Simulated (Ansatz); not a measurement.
**Cl2GaH2N: basis-set convergence**

One table from this session's results is given with a row withheld; the runs are named, their logs left out.

The runs use Ansatz 0.2.0, Gaussian basis; one geometry, several basis sets.

Plan: PBE0-D4/def2-SVP; ωB97M-V/def2-SVP; PBE0-D4/def2-QZVPP; ωB97M-V/def2-QZVPP; the functionals' def2-TZVPP values are taken from earlier runs.

## The geometry

An earlier PBE0-D4 in a triple-zeta def2 set relaxation fixed the geometry.

SMILES `[NH2][Ga]([Cl])[Cl]`, 6 atoms, charge 0, spin multiplicity 1.

Atoms are counted from 1 here; the program's logs count them from 0.

Bond lengths: N1–Ga2 1.791 Å, N1–H5 1.005 Å, N1–H6 1.005 Å, Ga2–Cl3 2.124 Å, Ga2–Cl4 2.124 Å. Angles: Ga2–N1–H5 123.0°, Ga2–N1–H6 123.0°, H5–N1–H6 113.7°, N1–Ga2–Cl3 120.6°, N1–Ga2–Cl4 120.6°, Cl3–Ga2–Cl4 118.8°.

Set-up of the first run:

File in.yaml:

```yaml
crystal:
  periodic: [false, false, false]
  atoms:
    - {symbol: N, position_ang: [-0.171993, 1.044654, -0.085019]}
    - {symbol: Ga, position_ang: [0.140180, -0.714932, 0.029616]}
    - {symbol: Cl, position_ang: [1.637003, -1.463798, 1.337573]}
    - {symbol: Cl, position_ang: [-0.961312, -2.087487, -1.159850]}
    - {symbol: H, position_ang: [0.296908, 1.722196, 0.489991]}
    - {symbol: H, position_ang: [-0.898687, 1.435268, -0.658513]}
basis:
  gaussian: {orbitals: def2-SVP}
hamiltonian: {xc: pbe0, dispersion: d4}
output: {orbitals: {seedname: orbitals}}
```

Started as:

```console
$ ansatz run in.yaml --threads 4 --pin off --events-out ev --progress --plain --max-ram 10444MiB
```

Steps of the session up to this table: PBE0-D4 in def2-SVP; ωB97M-V in def2-SVP; PBE0-D4 in def2-QZVPP; ωB97M-V in def2-QZVPP.

One of the session's tables, all rows but one given; the rest of the session is left out.

It belongs to the step «Functionals by basis». 

```
functional       basis  HOMO (eV)
   PBE0-D4    def2-SVP      -7.87
   PBE0-D4  def2-TZVPP          ?
   PBE0-D4  def2-QZVPP      -8.12
   ωB97M-V    def2-SVP     -10.21
   ωB97M-V  def2-TZVPP     -10.44
   ωB97M-V  def2-QZVPP     -10.51
```

Q: Estimate the row for PBE0-D4, def2-TZVPP from the others.

As computed: HOMO (eV): -8.07. In the column «HOMO (eV)» it lies between PBE0-D4, def2-QZVPP (-8.12) and PBE0-D4, def2-SVP (-7.87).
